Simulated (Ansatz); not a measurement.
# CoAgC6N6: the cost of one run

Computed with Ansatz 0.2.0 (DFT PBE, scalar-relativistic, plane waves, PAW, unless a step's input says otherwise).

1 further run of the same task is left out (it didn't finish).

### 1 The starting structure

The structure is cubic, space group Fm-3m (No. 225). Conventional cell: a = 10.399 Å, b = 10.399 Å, c = 10.399 Å, α = 90.00°, β = 90.00°, γ = 90.00°. Co (site symmetry m-3m) has 6 N at 2.01 Å in its first shell of neighbours. Ag (site symmetry m-3m) is surrounded by 6 C at 2.02 Å. Around C (site symmetry 4mm) lie 1 N at 1.17 Å and 1 Ag at 2.02 Å. N (site symmetry 4mm) has 1 C at 1.17 Å and 1 Co at 2.01 Å in its first shell of neighbours.

Coordinates:

```
CELL_PARAMETERS angstrom
0.00000 5.19950 5.19950
5.19950 0.00000 5.19950
5.19950 5.19950 0.00000
ATOMIC_POSITIONS crystal
Co 0.50000 0.50000 0.50000
Ag 0.00000 0.00000 0.00000
C 0.80556 0.19444 0.19444
C 0.19444 0.80556 0.19444
C 0.19444 0.19444 0.80556
C 0.19444 0.80556 0.80556
C 0.80556 0.19444 0.80556
C 0.80556 0.80556 0.19444
N 0.69305 0.30695 0.30695
N 0.30695 0.69305 0.30695
N 0.30695 0.30695 0.69305
N 0.30695 0.69305 0.69305
N 0.69305 0.30695 0.69305
N 0.69305 0.69305 0.30695
```

The cell is invented: cyanide-bridged rock-salt net of two metals, 0 guest cations a cell (Fm-3m, No. 225). Lengths come from tabulated atomic sizes and are only a guess.

### 2 A first look at the guess

Input file input.yaml:

```yaml
crystal:
  lattice:
    - [0.0, 5.1995, 5.1995]
    - [5.1995, 0.0, 5.1995]
    - [5.1995, 5.1995, 0.0]
  atoms:
    - { symbol: Co, position: [0.5, 0.5, 0.5], spin: 3.0 }
    - { symbol: Ag, position: [0.0, 0.0, 0.0] }
    - { symbol: C, position: [0.80555823, 0.19444177, 0.19444177] }
    - { symbol: C, position: [0.19444177, 0.80555823, 0.19444177] }
    - { symbol: C, position: [0.19444177, 0.19444177, 0.80555823] }
    - { symbol: C, position: [0.19444177, 0.80555823, 0.80555823] }
    - { symbol: C, position: [0.80555823, 0.19444177, 0.80555823] }
    - { symbol: C, position: [0.80555823, 0.80555823, 0.19444177] }
    - { symbol: "N", position: [0.69304741, 0.30695259, 0.30695259] }
    - { symbol: "N", position: [0.30695259, 0.69304741, 0.30695259] }
    - { symbol: "N", position: [0.30695259, 0.30695259, 0.69304741] }
    - { symbol: "N", position: [0.30695259, 0.69304741, 0.69304741] }
    - { symbol: "N", position: [0.69304741, 0.30695259, 0.69304741] }
    - { symbol: "N", position: [0.69304741, 0.69304741, 0.30695259] }
basis:
  ecutwfc: 420
kpoints:
  mp_grid: { grid: [4, 4, 4] }
hamiltonian:
  xc: pbe
scf:
  occupations: { method: gaussian, width: 0.1 }
  lower_state_search: "off"
output:
  forces: true
  stress: true
  eigenvalues: true
  populations: true
magnetization:
  spin_polarized: true
```

Command:

```sh
$ ansatz run input.yaml --threads 1 --pin off --max-ram 2560MiB --backend cpu --events-out ev --progress --plain --runs-dir out
```

What time and memory should one allow on 1 thread of AMD EPYC 9R45 (Zen 5), shared host?

About 14 s, with a peak of 0.74 GiB.
